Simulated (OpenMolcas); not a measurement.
# One shape, several levels: SnH4O (SMILES [OH][SnH3])

Wanted: a comparison of 6 runs (HF/STO-3G, HF/def2-SVP, HF/def2-SVPD, r2SCAN/STO-3G, PBE0/def2-SVP, B3LYP/def2-SVPD) of SnH4O. 

Program for the calculation: OpenMolcas 26.06.

8 further runs of the same task are left out: 1 that didn't finish, 7 set aside as unsound or not needed.

### 1 The structure to begin with

The species is SnH4O (6 atoms), meant as a singlet with charge 0. SMILES: `[OH][SnH3]`. Geometry: a GFN2-xTB relaxation, a rough one for these elements and not checked as a minimum.

Bond lengths: O1–Sn2 1.938 Å, O1–H3 0.954 Å, Sn2–H4 1.666 Å, Sn2–H5 1.667 Å, Sn2–H6 1.643 Å. Angles: O1–Sn2–H4 108.6°, O1–Sn2–H5 108.4°, O1–Sn2–H6 100.8°, Sn2–O1–H3 118.2°, H4–Sn2–H5 110.9°, H4–Sn2–H6 113.6°, H5–Sn2–H6 113.8°.

### 2 Energy and gradient at HF/STO-3G (run 1)

Contents of run.inp:

```
>>> EXPORT MOLCAS_PRINT=2

&gateway
  baslib = $CurrDir
  coord
  6
  angstrom
  O        0.879210      -0.707420       0.911480
  Sn      -0.301550       0.367900      -0.186660
  H        1.159040      -1.555600       0.575230
  H       -1.700920      -0.493620      -0.463670
  H        0.480140       0.711550      -1.618760
  H       -0.515920       1.677200       0.782380
  basis = STO-3G
  group = NoSym

&seward

&scf
  thresholds = 1e-10 1e-07 1e-07 1e-05
  prorbitals = 1 1

&alaska
```

The basis set STO-3G is read from a file made from the Basis Set Exchange's data (not shown).

Launch:

```sh
$ export MOLCAS_MEM=1860
$ pymolcas run.inp > run.log
```

Standard output:

```text
--- Start Module: gateway ---
[...]
--- Stop Module: gateway /rc=_RC_ALL_IS_WELL_ ---
[...]
      Basis functions           36
[...]
--- Start Module: scf ---
[...]
       Convergence after  11 Iterations
[...]
::    Total SCF energy                              -6039.4587706734
[...]
      Total spin, S                                     0.0000000000
[...]
      Total electronic charge=   62.000000
      Total            charge=   -0.000000
[...]
      Dipole Moment (debye):
      Origin of the operator (angstrom)=   -0.1621    0.2368   -0.0610
                   X= -7.5186E-01               Y= -9.0525E-02               Z= -1.4779E+00           Total=  1.6606E+00
      Quadrupole Moment (debye*angstrom):
[...]
--- Stop Module: scf /rc=_RC_ALL_IS_WELL_ ---
--- Start Module: alaska ---
[...]
 *              Molecular gradients               *
 **************************************************
  Irreducible representation: a
 ------------------------------------------------------------------------------------------
                              X                       Y                       Z
 ------------------------------------------------------------------------------------------
  O1                7.48586360668213E-03   -3.81284128764303E-02   -2.47286620987950E-02
  SN2              -4.76343982740346E-03    1.28680036172160E-02    4.77225947458670E-03
  H3               -4.07080628046375E-03    3.14548298806141E-02    2.41629822822409E-02
  H4               -9.02447154077279E-03   -8.87518890048611E-03   -8.19031597592890E-04
  H5                8.22338316223981E-03    4.30125609284460E-04   -1.00805164095163E-02
  H6                2.14947087976003E-03    2.25064266983566E-03    6.69296834909350E-03
 ------------------------------------------------------------------------------------------
[...]
```

It took 2.3 s on 1 thread of Arm Neoverse V2, shared host; peak memory 0.37 GiB.

### 3 Energy and gradient at HF/def2-SVP (core potential) (run 2)

Contents of test.inp:

```
&gateway
  baslib=$CurrDir
  coord
  6
  angstrom
  O        0.879210      -0.707420       0.911480
  Sn      -0.301550       0.367900      -0.186660
  H        1.159040      -1.555600       0.575230
  H       -1.700920      -0.493620      -0.463670
  H        0.480140       0.711550      -1.618760
  H       -0.515920       1.677200       0.782380
  basis=def2-SVP
  group=NoSym

&seward

&scf
  thresholds=1e-10 1e-07 1e-07 1e-05
  prorbitals=1 1

&alaska
```

The basis set def2-SVP is read from a file made from the Basis Set Exchange's data (not shown).

Launch:

```sh
$ export MOLCAS_MEM=1860
$ pymolcas test.inp > test.log
```

Standard output:

```text
--- Start Module: gateway ---
[...]
--- Stop Module: gateway /rc=_RC_ALL_IS_WELL_ ---
[...]
      Basis functions           60
[...]
--- Start Module: scf ---
[...]
       Convergence after  12 Iterations
[...]
::    Total SCF energy                               -290.4497603944
[...]
      Total spin, S                                     0.0000000000
[...]
      Total electronic charge=   34.000000
      Total            charge=   -0.000000
[...]
      Dipole Moment (debye):
      Origin of the operator (angstrom)=   -0.1621    0.2368   -0.0610
                   X= -8.5104E-01               Y= -2.1995E-01               Z= -1.7865E+00           Total=  1.9910E+00
      Quadrupole Moment (debye*angstrom):
[...]
--- Stop Module: scf /rc=_RC_ALL_IS_WELL_ ---
[...]
--- Start Module: alaska ---
[...]
 *              Molecular gradients               *
 **************************************************
  Irreducible representation: a
 ------------------------------------------------------------------------------------------
                              X                       Y                       Z
 ------------------------------------------------------------------------------------------
  O1               -1.46611807716299E-02    2.36097271255002E-02   -3.55217943901920E-03
  SN2               1.01467655896670E-03    8.17772975899800E-04    3.49018454916461E-03
  H3                2.53468174545257E-03   -1.03628378932958E-02   -5.68638773609020E-03
  H4                1.23034904454720E-02    6.74817100553149E-03    2.82241590206289E-03
  H5               -5.77809497268689E-03   -3.46398762940048E-03    1.22671309852516E-02
  H6                4.58642699445488E-03   -1.73488455843094E-02   -9.34116426141118E-03
 ------------------------------------------------------------------------------------------
[...]
```

Wall time 3.9 s (1 thread of Arm Neoverse V2, shared host); peak memory 0.39 GiB.

Runs 3 to 4 aren't shown in full; the table further down has their settings and results.

### 4 Energy and forces at PBE0/def2-SVP (core potential) (run 5)

Contents of run.input:

```
* H4OSn Kohn-Sham DFT

&GATEWAY
  BasLib = $CurrDir
  BasisSet
  O.def2-SVP....
  O1 0.879210 -0.707420 0.911480 angstrom
  End of Basis
  BasisSet
  Sn.def2-SVP....
  Sn2 -0.301550 0.367900 -0.186660 angstrom
  End of Basis
  BasisSet
  H.def2-SVP....
  H3 1.159040 -1.555600 0.575230 angstrom
  H4 -1.700920 -0.493620 -0.463670 angstrom
  H5 0.480140 0.711550 -1.618760 angstrom
  H6 -0.515920 1.677200 0.782380 angstrom
  End of Basis

&SEWARD
  GridInput
  Grid=UltraFine
  End of Grid

&SCF
  KSDFT = PBE0
  Thresholds = 1e-10 1e-07 1e-07 1e-05
  PrOrbitals = 1 1

&ALASKA
```

The basis set def2-SVP is read from a file made from the Basis Set Exchange's data (not shown).

Launch:

```sh
$ export MOLCAS_MEM=1860
$ pymolcas run.input > run.log
```

Standard output:

```text
--- Start Module: gateway ---
[...]
--- Stop Module: gateway /rc=_RC_ALL_IS_WELL_ ---
[...]
      Basis functions           60
[...]
--- Start Module: scf ---
[...]
       Convergence after  13 Iterations
[...]
::    Total KS-DFT energy                            -291.7538776198
[...]
      Total spin, S                                     0.0000000000
[...]
      Total electronic charge=   34.000000
      Total            charge=   -0.000000
[...]
      Dipole Moment (debye):
      Origin of the operator (angstrom)=   -0.1621    0.2368   -0.0610
                   X= -6.3836E-01               Y= -3.1807E-01               Z= -1.4928E+00           Total=  1.6545E+00
      Quadrupole Moment (debye*angstrom):
[...]
--- Stop Module: scf /rc=_RC_ALL_IS_WELL_ ---
[...]
--- Start Module: alaska ---
[...]
 *              Molecular gradients               *
 **************************************************
  Irreducible representation: a
 ------------------------------------------------------------------------------------------
                              X                       Y                       Z
 ------------------------------------------------------------------------------------------
  O1               -1.35312366423737E-02    6.65320294646410E-03   -1.85144419166576E-02
  SN2               3.80582558367060E-03    6.48879022147497E-04    8.44000084562957E-03
  H3               -1.02663978864204E-03    6.21500210488435E-03    4.40419148028415E-03
  H4                1.33469249093205E-02    6.96045269964785E-03    2.90601180166772E-03
  H5               -6.17415608223149E-03   -4.00758412830127E-03    1.31111102453150E-02
  H6                3.57928202025970E-03   -1.64699526448722E-02   -1.03468724562465E-02
 ------------------------------------------------------------------------------------------
[...]
```

Run time: 13 s. Hardware: 1 thread of Arm Neoverse V2, shared host; peak memory 0.39 GiB.

### 5 Energy and gradient at B3LYP/def2-SVPD (core potential) (run 6)

Contents of run.input:

```
&GATEWAY
BasLib=$CurrDir
BasisSet
O.def2-SVPD....
O1 0.879210 -0.707420 0.911480 angstrom
End of Basis
BasisSet
Sn.def2-SVPD....
Sn2 -0.301550 0.367900 -0.186660 angstrom
End of Basis
BasisSet
H.def2-SVPD....
H3 1.159040 -1.555600 0.575230 angstrom
H4 -1.700920 -0.493620 -0.463670 angstrom
H5 0.480140 0.711550 -1.618760 angstrom
H6 -0.515920 1.677200 0.782380 angstrom
End of Basis
&SEWARD
GridInput
Grid=UltraFine
End of Grid
&SCF
KSDFT=B3LYP
Thresholds=1e-10 1e-07 1e-07 1e-05
PrOrbitals=1 1
&ALASKA
```

The basis set def2-SVPD is read from a file made from the Basis Set Exchange's data (not shown).

Launch:

```sh
$ export MOLCAS_MEM=1860
$ pymolcas run.input > run.log
```

Standard output:

```text
--- Start Module: gateway ---
[...]
--- Stop Module: gateway /rc=_RC_ALL_IS_WELL_ ---
[...]
      Basis functions           87
[...]
--- Start Module: scf ---
[...]
       Convergence after  14 Iterations
[...]
::    Total KS-DFT energy                            -291.9249937277
[...]
      Total spin, S                                     0.0000000000
[...]
      Total electronic charge=   34.000000
      Total            charge=   -0.000000
[...]
      Dipole Moment (debye):
      Origin of the operator (angstrom)=   -0.1621    0.2368   -0.0610
                   X= -7.5290E-01               Y= -1.3017E-01               Z= -1.5161E+00           Total=  1.6977E+00
      Quadrupole Moment (debye*angstrom):
[...]
--- Stop Module: scf /rc=_RC_ALL_IS_WELL_ ---
[...]
--- Start Module: alaska ---
[...]
 *              Molecular gradients               *
 **************************************************
  Irreducible representation: a
 ------------------------------------------------------------------------------------------
                              X                       Y                       Z
 ------------------------------------------------------------------------------------------
  O1               -1.88978891564178E-02    1.25094994897181E-02   -2.25070740700257E-02
  SN2               1.15286105692531E-02   -7.37047235831945E-03    1.45906408628163E-02
  H3               -2.62439691735761E-03    7.74373086907687E-03    2.99142714273781E-03
  H4                1.34206667937100E-02    7.76512387127326E-03    2.67149919847687E-03
  H5               -6.92005832896925E-03   -3.65297968805756E-03    1.33056084983636E-02
  H6                3.49306703979446E-03   -1.69949021837006E-02   -1.10521016323153E-02
 ------------------------------------------------------------------------------------------
[...]
```

Run time: 26 s. Hardware: 1 thread of Arm Neoverse V2, shared host; peak memory 0.47 GiB.

### 6 Overview of the runs

| run | level | integration grid | energy (Eh) | dipole moment (D) | HOMO energy (eV) | LUMO energy (eV) | wall time |
| --- | --- | --- | --- | --- | --- | --- | --- |
| 1 | HF/STO-3G | – | -6039.458771 | 1.66 | -8.54 | 10.83 | 2.3 s |
| 2 | HF/def2-SVP (core potential) | – | -290.449760 | 1.99 | -11.82 | 2.81 | 3.9 s |
| 3 | HF/def2-SVPD (core potential) | – | -290.461788 | 1.94 | -11.94 | 1.78 | 8.1 s |
| 4 | r2SCAN/STO-3G | UltraFine | -6042.038012 | 1.21 | -1.93 | 5.16 | 8.7 s |
| 5 | PBE0/def2-SVP (core potential) | UltraFine | -291.753878 | 1.65 | -7.91 | -0.03 | 13 s |
| 6 | B3LYP/def2-SVPD (core potential) | UltraFine | -291.924994 | 1.70 | -8.01 | -0.74 | 26 s |

### 7 Summary of results

```
                       quantity          value
            run 6: total energy  -291.92499 Eh
           run 6: dipole moment         1.70 D
             run 6: HOMO energy       -8.01 eV
             run 6: LUMO energy       -0.74 eV
           run 6: HOMO–LUMO gap        7.27 eV
run 6: largest force on an atom     1.642 eV/Å
```

**Reading.** The dipole moment (its size) runs from 1.21 D (r2SCAN/STO-3G) to 1.99 D (HF/def2-SVP). The two ends differ in method and basis and core potential. The HOMO–LUMO gap runs from 7.10 eV (r2SCAN/STO-3G) to 19.36 eV (HF/STO-3G). Exact exchange widens orbital gaps. Totals of different functionals can't be ranked against each other. Some runs of one species differ in core potentials or relativity; totals across that change don't compare. In runs 1, 4 the basis is minimal, so the values are rough. In runs 1, 4 relativity is left out where basis or elements ask for it. All runs together took 62 s, the longest 26 s.
